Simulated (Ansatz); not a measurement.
# Si3N4: a short molecular-dynamics run

A trajectory of Si3N4, a database structure with 14 atoms that was not relaxed first: 30 steps of 3 fs under a Langevin thermostat at 1200 K.

Method: DFT PBE, plane waves, PAW, scalar-relativistic, no spin polarisation, in Ansatz 0.2.0.

The cell holds 14 atoms (N8Si6): a = 7.678 Å, b = 7.678 Å, c = 2.938 Å, α = 90.00°, β = 90.00°, γ = 120.00°.

Coordinates:

```cif
data_structure
_symmetry_space_group_name_H-M 'P 1'
_symmetry_Int_Tables_number 1
_cell_length_a 7.6780
_cell_length_b 7.6780
_cell_length_c 2.9376
_cell_angle_alpha 90.000
_cell_angle_beta 90.000
_cell_angle_gamma 120.000
_cell_volume 149.98
loop_
_atom_site_label
_atom_site_type_symbol
_atom_site_fract_x
_atom_site_fract_y
_atom_site_fract_z
_atom_site_occupancy
N1 N 0.33330 0.66670 0.25000 1
N2 N 0.66660 0.33330 0.75000 1
N3 N 0.33990 0.03570 0.25000 1
N4 N 0.30420 0.33990 0.75000 1
N5 N 0.96430 0.30420 0.25000 1
N6 N 0.66010 0.96430 0.75000 1
N7 N 0.69580 0.66010 0.25000 1
N8 N 0.03570 0.69580 0.75000 1
Si1 Si 0.18420 0.77040 0.25000 1
Si2 Si 0.41380 0.18420 0.75000 1
Si3 Si 0.22960 0.41380 0.25000 1
Si4 Si 0.81580 0.22960 0.75000 1
Si5 Si 0.58620 0.81580 0.25000 1
Si6 Si 0.77040 0.58620 0.75000 1
```

The structure above is the start of the run; the results belong to its end.

| quantity | value |
| --- | --- |
| length | 30 steps of 3 fs |
| temperature, first and last step | 1114 and 757 K |
| temperature, second half | mean 904 K, from 671 to 1243 K |
| potential energy, second half | +89 meV/atom from the start |
| mean square displacement, second half | N 0.031, Si 0.018 Å² |

What this shows: Against a set 1200 K the second half averages 904 K with a spread of 165 K (in equilibrium 14 atoms would scatter by about 262 K, over a far longer run); 89 meV/atom has gone into potential energy, and a thermostat that acts over some 100 fs has not made it up in 90 fs. No atom gets farther than 0.31 Å from its start, with the drift of the whole removed, against a mean nearest distance of 1.7 Å. Averages from a run of 90 fs with 14 atoms are rough. The k-mesh is coarse.

**Question.** Which input and command would start the first run of this session?

The input that was used; it is not the only one that fits:

File input.yaml:

```yaml
crystal:
  lattice:
    - [7.677975, 0.0, 0.0]
    - [-3.838987, 6.649322, 0.0]
    - [0.0, 0.0, 2.937627]
  atoms:
    - { symbol: "N", position: [0.3333, 0.6667, 0.25] }
    - { symbol: "N", position: [0.6666, 0.3333, 0.75] }
    - { symbol: "N", position: [0.3399, 0.0357, 0.25] }
    - { symbol: "N", position: [0.3042, 0.3399, 0.75] }
    - { symbol: "N", position: [0.9643, 0.3042, 0.25] }
    - { symbol: "N", position: [0.6601, 0.9643, 0.75] }
    - { symbol: "N", position: [0.6958, 0.6601, 0.25] }
    - { symbol: "N", position: [0.0357, 0.6958, 0.75] }
    - { symbol: Si, position: [0.1842, 0.7704, 0.25] }
    - { symbol: Si, position: [0.4138, 0.1842, 0.75] }
    - { symbol: Si, position: [0.2296, 0.4138, 0.25] }
    - { symbol: Si, position: [0.8158, 0.2296, 0.75] }
    - { symbol: Si, position: [0.5862, 0.8158, 0.25] }
    - { symbol: Si, position: [0.7704, 0.5862, 0.75] }
kpoints:
  mp_grid: { grid: [2, 2, 5] }
magnetization:
  spin_polarized: false
scf:
  occupations: { method: cold, width: 0.15 }
hamiltonian:
  pseudopotentials: { kind: paw }
  xc: pbe
basis:
  ecutwfc: 420
md:
  timestep: 3.0
  n_steps: 30
  ensemble: nvt_langevin
  temperature: 1200.0
  initial_velocities: maxwell_boltzmann
  seed: 480018
```

Command:

```console
$ ansatz run input.yaml --threads 2 --pin off --max-ram 2560MiB --backend cpu --events-out ev --progress --plain --runs-dir out
```
